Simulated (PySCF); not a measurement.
# SnNH2F (SMILES [NH2][Sn][F]) at 6 levels

We compute a comparison of 6 runs (HF/3-21G, HF/def2-SVPD, PBE0/def2-SVP, BLYP/def2-TZVP, MP2/STO-3G, CCSD(T)/STO-3G) of SnNH2F. The job is set up through a Python script.

The results are computed with PySCF 2.14.0.

**1. Starting point**

SnNH2F has 5 atoms, charge 0, and is taken as a singlet. SMILES: `[NH2][Sn][F]`. The shape is that of a PBE0-D4/def2-TZVP optimisation. This is one conformer, not always the lowest.

Bond lengths: N1–Sn2 2.003 Å, Sn2–F3 1.951 Å, N1–H4 1.008 Å, N1–H5 1.010 Å. Angles: N1–Sn2–F3 92.0°, Sn2–N1–H4 126.2°, Sn2–N1–H5 121.8°, H4–N1–H5 112.0°.

**2. Energy and forces at HF/3-21G (run 1)**

Input file calc.py:

```python
# [NH2][Sn][F]
from pyscf import gto

mol = gto.Mole()
mol.atom = '''
N   -0.302900   0.495500  -0.393300
Sn   0.338900  -0.053700   1.423200
F    0.966900  -1.775900   0.754300
H   -0.746800   1.369300  -0.629100
H   -0.206200  -0.108900  -1.196600
'''
mol.basis = '3-21g'
mol.max_memory = 1860
mol.charge = 0
mol.verbose = 3
mol.build()

mf = mol.RHF()
mf.conv_tol = 1e-10
mf.kernel()
if not mf.converged:
    mf = mf.newton().run(mf.mo_coeff, mf.mo_occ)

energy = mf.e_tot
print('E = %.10f Eh' % energy)
grad = mf.nuc_grad_method().kernel()
mf.analyze()
```

Command:

```sh
$ OMP_NUM_THREADS=1 python calc.py
```

Output:

```text
converged SCF energy = -6150.55455080488
[... 17 lines left out ...]
MO #8   energy= -26.9041014362221  occ= 2
[... 8 lines left out ...]
MO #17  energy= -5.5417252358354   occ= 2
[... 8 lines left out ...]
MO #26  energy= -1.37368590565625  occ= 2
[... 8 lines left out ...]
MO #35  energy= 0.0432971359498246 occ= 0
[... 8 lines left out ...]
MO #44  energy= 1.2204527377593    occ= 0
[... 8 lines left out ...]
MO #53  energy= 3.67396066566001   occ= 0
[... 6 lines left out ...]
Dipole moment(X, Y, Z, Debye): -1.16684,  2.53213, -0.13450
```

Wall time 2.6 s (1 thread of Intel Xeon at 2.70GHz, shared host); peak memory 0.13 GiB.

**3. Energy and gradient at HF/def2-SVPD (core potential) (run 2)**

Input file input.py:

```python
from pyscf import gto, scf

molecule = gto.M(
    atom='''
N       -0.302900       0.495500      -0.393300
Sn       0.338900      -0.053700       1.423200
F        0.966900      -1.775900       0.754300
H       -0.746800       1.369300      -0.629100
H       -0.206200      -0.108900      -1.196600
''',
    verbose=4,
    max_memory=1860,
    basis='def2-svpd',
    ecp={'Sn': 'def2-svp'},
)

mf = scf.RHF(molecule)
mf.conv_tol = 1e-10
mf.kernel()
if not mf.converged:
    mf = mf.newton().run(mf.mo_coeff, mf.mo_occ)

energy = mf.e_tot
print('E(%s) = %.9f' % ('HF', energy))
grad = mf.nuc_grad_method().kernel()
mf.analyze()
```

Command:

```sh
$ OMP_NUM_THREADS=1 python input.py
```

Output:

```text
PySCF version 2.14.0

[... 90 lines left out ...]
MO #6   energy= -4.06314211632994  occ= 2
[... 16 lines left out ...]
MO #23  energy= 0.0815481076873746 occ= 0
[... 16 lines left out ...]
MO #40  energy= 0.424656577923016  occ= 0
[... 16 lines left out ...]
MO #57  energy= 0.923144705863006  occ= 0
[... 16 lines left out ...]
MO #74  energy= 2.22005947089714   occ= 0
[... 16 lines left out ...]
MO #91  energy= 52.9449805503605   occ= 0
[... 99 lines left out ...]
Dipole moment(X, Y, Z, Debye): -1.16536,  2.84446,  0.51684
```

It took 12 s on 1 thread of Intel Xeon at 2.70GHz, shared host; peak memory 0.18 GiB.

Run 3 isn't shown in full; the table further down has it.

**4. Energy and gradient at BLYP/def2-TZVP (core potential) (run 4)**

Input file geometry.xyz:

```xyz
5
FH2NSn
N     -0.302900     0.495500    -0.393300
Sn     0.338900    -0.053700     1.423200
F      0.966900    -1.775900     0.754300
H     -0.746800     1.369300    -0.629100
H     -0.206200    -0.108900    -1.196600
```

Input file run.py:

```python
import pyscf.grad
from pyscf import gto, dft

system = gto.Mole()
system.atom = 'geometry.xyz'
system.max_memory = 1860
system.basis = 'def2-tzvp'
system.spin = 0
system.verbose = 3
system.ecp = {'Sn': 'def2-svp'}
system.build()

mf = dft.RKS(system, xc='blyp')
mf.conv_tol = 1e-10
mf.grids.level = 5
mf.kernel()
if not mf.converged:
    mf = mf.newton().run(mf.mo_coeff, mf.mo_occ)

energy = mf.e_tot
print('Final energy', energy)
grad = mf.Gradients().kernel()
dip = mf.dip_moment()
pop, q = mf.mulliken_pop()
```

Command:

```sh
$ OMP_NUM_THREADS=1 python run.py
```

Output:

```text
converged SCF energy = -370.169951264705
Final energy -370.16995126470465
[... 8 lines left out ...]
Dipole moment(X, Y, Z, Debye): -1.13310,  2.62040,  0.20252
[... 130 lines left out ...]
charge of    4H =      0.21669
```

Run time: 47 s. Hardware: 1 thread of Intel Xeon at 2.70GHz, shared host; peak memory 1.3 GiB.

Run 5 isn't shown in full; the table further down has it.

**5. A single-point energy at CCSD(T)/STO-3G (run 6)**

Input file input.py:

```python
# [NH2][Sn][F]
from pyscf import gto, scf, cc

molecule = gto.M(
    atom=[
    ('N', (-0.302900, 0.495500, -0.393300)),
    ('Sn', (0.338900, -0.053700, 1.423200)),
    ('F', (0.966900, -1.775900, 0.754300)),
    ('H', (-0.746800, 1.369300, -0.629100)),
    ('H', (-0.206200, -0.108900, -1.196600)),
],
    max_memory=1860,
    spin=0,
    basis='sto-3g',
    verbose=3,
)

mf = scf.RHF(molecule)
mf.conv_tol = 1e-10
mf.kernel()
if not mf.converged:
    mf = mf.newton().run(mf.mo_coeff, mf.mo_occ)

mycc = cc.CCSD(mf, frozen=20)
mycc.kernel()
e_t = mycc.ccsd_t()
energy = mycc.e_tot + e_t
print('Final energy', energy)
dip = mf.dip_moment()
pop, q = mf.mulliken_pop()
```

Command:

```sh
$ OMP_NUM_THREADS=1 python input.py
```

Output:

```text
converged SCF energy = -6116.23092006374
E(CCSD) = -6116.351198008359  E_corr = -0.120277944615703
CCSD(T) correction = -0.00778372269118083
Final energy -6116.358981731049
Dipole moment(X, Y, Z, Debye): -0.48248,  1.06754, -0.01284
 ** Mulliken pop  **
pop of  0 N 1s            1.99534
pop of  0 N 2s            1.53928
pop of  0 N 2px           1.69601
pop of  0 N 2py           1.17702
pop of  0 N 2pz           1.22497
pop of  1 Sn 1s           2.00000
pop of  1 Sn 2s           1.99989
pop of  1 Sn 3s           1.99945
pop of  1 Sn 4s           2.00274
pop of  1 Sn 5s           1.69891
pop of  1 Sn 2px          2.00007
pop of  1 Sn 2py          2.00007
pop of  1 Sn 2pz          2.00005
pop of  1 Sn 3px          1.99790
pop of  1 Sn 3py          1.99812
pop of  1 Sn 3pz          1.99847
pop of  1 Sn 4px          1.99106
pop of  1 Sn 4py          1.99352
pop of  1 Sn 4pz          1.99615
pop of  1 Sn 5px          0.29983
pop of  1 Sn 5py          0.50501
pop of  1 Sn 5pz          0.81330
pop of  1 Sn 3dxy         1.99992
pop of  1 Sn 3dyz         1.99984
pop of  1 Sn 3dz^2        1.99967
pop of  1 Sn 3dxz         1.99984
pop of  1 Sn 3dx2-y2      1.99991
pop of  1 Sn 4dxy         1.99753
pop of  1 Sn 4dyz         1.99503
pop of  1 Sn 4dz^2        1.99004
pop of  1 Sn 4dxz         1.99531
pop of  1 Sn 4dx2-y2      1.99735
pop of  2 F 1s            1.99942
pop of  2 F 2s            1.96725
pop of  2 F 2px           1.87910
pop of  2 F 2py           1.61118
pop of  2 F 2pz           1.91022
pop of  3 H 1s            0.86473
pop of  4 H 1s            0.86651
 ** Mulliken atomic charges  **
charge of    0N =     -0.63262
charge of    1Sn =      0.73103
charge of    2F =     -0.36717
charge of    3H =      0.13527
charge of    4H =      0.13349
```

It took 1.4 s on 1 thread of Intel Xeon at 2.70GHz, shared host; peak memory 0.12 GiB.

**6. The series**

```
run                            level  core potential  integration grid   energy (Eh)  dipole moment (D) of the reference  HOMO energy (eV)  LUMO energy (eV)  wall time
  1                         HF/3-21G               –                 –  -6150.554551                                2.79             -9.30              1.18      2.6 s
  2    HF/def2-SVPD (core potential)        def2-svp                 –   -368.343497                                3.12            -10.10              0.72       12 s
  3   PBE0/def2-SVP (core potential)        def2-svp                 5   -369.867500                                2.85             -7.40             -1.65       21 s
  4  BLYP/def2-TZVP (core potential)        def2-svp                 5   -370.169951                                2.86             -6.12             -2.46       47 s
  5                       MP2/STO-3G               –                 –  -6116.328123                                1.17             -5.50              5.44      5.4 s
  6                   CCSD(T)/STO-3G               –                 –  -6116.358982                                1.17             -5.50              5.44      1.4 s
```

**7. Summary of results**

```
                                           quantity           value
                                run 6: total energy  -6116.35898 Eh
        run 6: dipole moment (Hartree–Fock density)          1.17 D
         run 6: HOMO energy (Hartree–Fock orbitals)        -5.50 eV
         run 6: LUMO energy (Hartree–Fock orbitals)         5.44 eV
       run 6: HOMO–LUMO gap (Hartree–Fock orbitals)        10.95 eV
run 6: correlation energy (20 core orbitals frozen)      -128.1 mEh
                              run 6: (T) correction       -7.78 mEh
                               run 6: T1 diagnostic           0.022
```

In words: Over runs 1, 2, 3, 4 the dipole moment (its size) runs from 2.79 D (HF/3-21G) to 3.12 D (HF/def2-SVPD). The two ends differ in basis and core potential. Over runs 1, 2, 3, 4 the HOMO–LUMO gap runs from 3.66 eV (BLYP/def2-TZVP) to 10.82 eV (HF/def2-SVPD). The two ends differ in method and basis. Totals of different functionals can't be ranked against each other. Some runs of one species differ in core potentials or relativity; totals across that change don't compare. In runs 5, 6 the basis is minimal, so the values are rough. In runs 1, 5, 6 relativity is left out where basis or elements ask for it. All runs together took 90 s, the longest 47 s.
